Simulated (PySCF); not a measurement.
# GeH7NSi: the cost of one run

Computed with PySCF 2.14.0, with density-fitted response routines of our own, on a single molecule in the gas phase. Atoms count from 0, in the outputs and in this text.

### 1 The starting structure

10 atoms, charge 0, multiplicity 1; geometry from: GFN2-xTB. The atoms were then displaced at random by about 0.01 Å, so the start is not that level's minimum.

Bonds of the start (Å): N0–Si1 1.72, Si1–Ge2 2.34, N0–H3 1.02, N0–H4 1.04, Si1–H5 1.47, Si1–H6 1.47, Ge2–H7 1.47, Ge2–H8 1.49, Ge2–H9 1.51.

### 2 Relaxing the molecule at PBE0-D3(BJ)/def2-SVP

What the job is given:

```
{"job": {"xc": "PBE0", "basis": "def2-SVP", "d3": "d3bj", "grid": 1, "shake": 0.01, "kind": "geom"}, "charge": 0, "multiplicity": 1}
N      1.646520     0.656540     0.497490
Si     0.634370    -0.687420     0.139700
Ge    -1.582380     0.054850     0.306950
H      2.660540     0.579480     0.511510
H      1.381130     1.571360     0.090320
H      0.859600    -1.291280    -1.182240
H      0.992030    -1.679140     1.159170
H     -2.582640    -0.977090    -0.004300
H     -1.956070     1.191570    -0.579130
H     -2.002670     0.560220     1.668220
```

The run is started by

```console
OMP_NUM_THREADS=1 python probes_run.py task.json out
```

This one command runs all jobs of the session in turn.

Q: Estimate the wall time and peak memory of this first job on 1 thread of Arm Neoverse V1, shared host.

About 27 s, with a peak of 0.39 GiB.
